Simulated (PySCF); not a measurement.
# Ways to converge the SCF of AlIn (triplet)

The same problem is solved with other solver options, one edit a run.

The runs use PySCF 2.14.0; each script names its method and basis.

3 further runs of the same task are left out: 1 for a known fault of the program, 2 that didn't finish.

## 1. The starting structure

AlIn (triplet): 2 atoms, charge 0, spin multiplicity 3.

Bond lengths: Al1–In2 2.456 Å.

## 2. The run that the others are compared with

File input.py:

```python
from pyscf import gto, scf, mp

mol = gto.M(
    atom='Al 0 0 0; In 0 0 2.456',
    basis='def2-svpd',
    ecp={'In': 'def2-svpd'},
    charge=0,
    spin=2,
    verbose=4,
)
mf = scf.UHF(mol)
mf.kernel()
mp.MP2(mf, frozen=9).kernel()
mf.dip_moment()
print('orbital energies (hartree):', [e[max(0, n-3):n+3].round(4) for e, n in zip(mf.mo_energy, mol.nelec)])
```

The run is started by

```bash
$ python input.py
```

The log of this run is left out.

Base result: E(SCF) = -431.000815 Eh, E(MP2) − E(SCF) = -0.11392 Eh, ⟨S²⟩ = 2.043, μ = 0.44 D (of the SCF density).

The bond length is a typed value, not an optimised one. The triplet is typed in the script; nothing here shows that it is the ground state.

## 3. Initial guess chk

Edit 1 changes initial guess: minao → chk.

File input.py:

```python
from pyscf import gto, scf, mp

mol = gto.M(
    atom='Al 0 0 0; In 0 0 2.456',
    basis='def2-svpd',
    ecp={'In': 'def2-svpd'},
    charge=0,
    spin=2,
    verbose=4,
)
mf = scf.UHF(mol)
mf.init_guess = 'chk'
mf.kernel()
mp.MP2(mf, frozen=9).kernel()
mf.dip_moment()
print('orbital energies (hartree):', [e[max(0, n-3):n+3].round(4) for e, n in zip(mf.mo_energy, mol.nelec)])
```

The run is started by

```bash
$ python input.py
```

## 4. Second-order solver on

Edit 2 changes second-order solver: off → on.

input.py, as its differences from that of step 2:

```diff
@@ -11,2 +11,3 @@
 mf = scf.UHF(mol)
+mf = mf.newton()
 mf.kernel()
```

## 5. Convergence threshold 1e-16 hartree

Edit 3 changes convergence threshold: default → 1e-16 hartree.

input.py, as its differences from that of step 2:

```diff
@@ -11,2 +11,3 @@
 mf = scf.UHF(mol)
+mf.conv_tol = 1e-16
 mf.kernel()
```

## 6. Damping 0.8

Edit 4 changes damping: none → 0.8.

input.py, as its differences from that of step 2:

```diff
@@ -11,2 +11,4 @@
 mf = scf.UHF(mol)
+mf.damp = 0.8
+mf.diis_start_cycle = 8
 mf.kernel()
```

## 7. Damping 0.95

Edit 5 changes damping: none → 0.95.

input.py, as its differences from that of step 2:

```diff
@@ -11,2 +11,4 @@
 mf = scf.UHF(mol)
+mf.damp = 0.95
+mf.diis_start_cycle = 8
 mf.kernel()
```

**Question.** What will these runs give? Wanted: for each run, E(SCF); from base; gap, α spin; SCF dipole; after the SCF.

As calculated:

```tsv
run	E(SCF) (hartree)	from base (eV)	cycles	gap, α spin (eV)	SCF dipole (D)	after the SCF
base	-431.000815	0	18	5.91	0.44	MP2 correlation -3.100 eV, core frozen
initial guess chk	-431.000815	0.0000	18	5.91	0.44	MP2 correlation -3.100 eV, core frozen
second-order solver on	-431.003679	-0.0779	6 macro	6.14	0.41	MP2 correlation -2.821 eV, core frozen
convergence threshold 1e-16 hartree	-431.000815	0.0000	32	5.91	0.44	MP2 correlation -3.100 eV, core frozen
damping 0.8	-431.000815	0.0000	24	5.91	0.44	MP2 correlation -3.100 eV, core frozen
damping 0.95	-431.000815	0.0000	25	5.91	0.44	MP2 correlation -3.100 eV, core frozen
```

Distance from each run's final energy (log10 hartree) by cycle:

```tsv
run	cycle 1	cycle 2	cycle 3	cycle 5	cycle 8	cycle 12
base	-0.1	-0.2	-1.6	-3.0	-3.1	-5.5
initial guess chk	-0.1	-0.2	-1.6	-3.0	-3.1	-5.5
second-order solver on	-1.1	-2.4	-3.3	< -11	done	done
convergence threshold 1e-16 hartree	-0.1	-0.2	-1.6	-3.0	-3.1	-5.5
damping 0.8	-0.1	-0.4	-0.7	-1.2	-2.5	-3.2
damping 0.95	-0.1	-0.2	-0.2	-0.4	-1.0	-3.7
```

**Reading.** With initial guess chk or convergence threshold 1e-16 hartree or damping 0.8 or damping 0.95 the SCF ends at the base energy. PySCF falls back to minao for a guess that it doesn't know or can't read, so that run repeats the base. With second-order solver on the SCF ends in another solution, 0.08 eV lower: the path to self-consistency decides the state here. The base needs 18 cycles and the run with damping 0.95 needs 25.
